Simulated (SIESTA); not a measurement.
Crystal: ZrB.

```
Zr B
1.0
     0.00000    2.32500    2.32500
     2.32500    0.00000    2.32500
     2.32500    2.32500    0.00000
Zr B
1 1
Cartesian
  0.0000 0.0000 0.0000
  2.3250 2.3250 2.3250
```

Base run:

- Program: SIESTA 5.4.2
- Functional: RPBE
- Potentials or basis: PseudoDojo 0.4 standard (PBE files)
- Basis: DZP (energy shift 0.003 Ry; two zetas on semicore shells)
- Grid cutoff: 800 Ry
- Energy shift: 0.003 Ry
- k mesh: 10 × 10 × 10
- Occupations: fermi-dirac, width 0.05 eV
- Spin: no spin polarisation

Its results: band gap on the k mesh none (metal or under the smearing width); pressure 37.9 GPa.

The run is repeated on the same cell with these changes: functional from RPBE to PW91. What comes out?

Band gap on the k mesh none (metal or under the smearing width); pressure 36.0 GPa.

PW91 binds more tightly than RPBE, so the same cell stands under less pressure.

Caveats: a pressure of tens of GPa on the cell as given is suspect, and the run, the potentials or the cell itself is likely at fault; the potentials were made for another functional, which shifts forces and pressure; the basis of atomic orbitals isn't converged, which shifts pressures, moduli and gaps.
